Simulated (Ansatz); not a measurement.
Crystal: GeW.

```
CELL_PARAMETERS angstrom
0.00000 2.57761 2.57761
2.57761 0.00000 2.57761
2.57761 2.57761 0.00000
ATOMIC_POSITIONS crystal
Ge 0.50000 0.50000 0.50000
W 0.00000 0.00000 0.00000
```

The cell was built by a generator and needn't be a form met in nature.

Base run:

| Item | Value |
| --- | --- |
| Program | Ansatz 0.2.0 |
| Functional | LDA |
| Potentials or basis | Ansatz PAW |
| Cutoff | 420 eV (not typed: the program's choice for these potentials) |
| k mesh | 9 × 9 × 9 |
| Occupations | fermi-dirac, width 0.05 eV |
| Spin | no spin polarisation |

Its results: band gap on the k mesh none (metal or under the smearing width); pressure -9.5 GPa.

Problem. The run is repeated on the same cell with these changes: functional from LDA to PBE; occupations from fermi-dirac, width 0.05 eV to gaussian, width 0.011 eV. What comes out?

Solution. Band gap on the k mesh none (metal or under the smearing width); pressure 0.2 GPa.

Caveats: spin-orbit coupling is left out, which moves the levels of the heavy elements (some runs); the PAW data sets come from PBE, with cores solved anew for the run's functional, which leaves a small shift of forces and pressure (some runs).
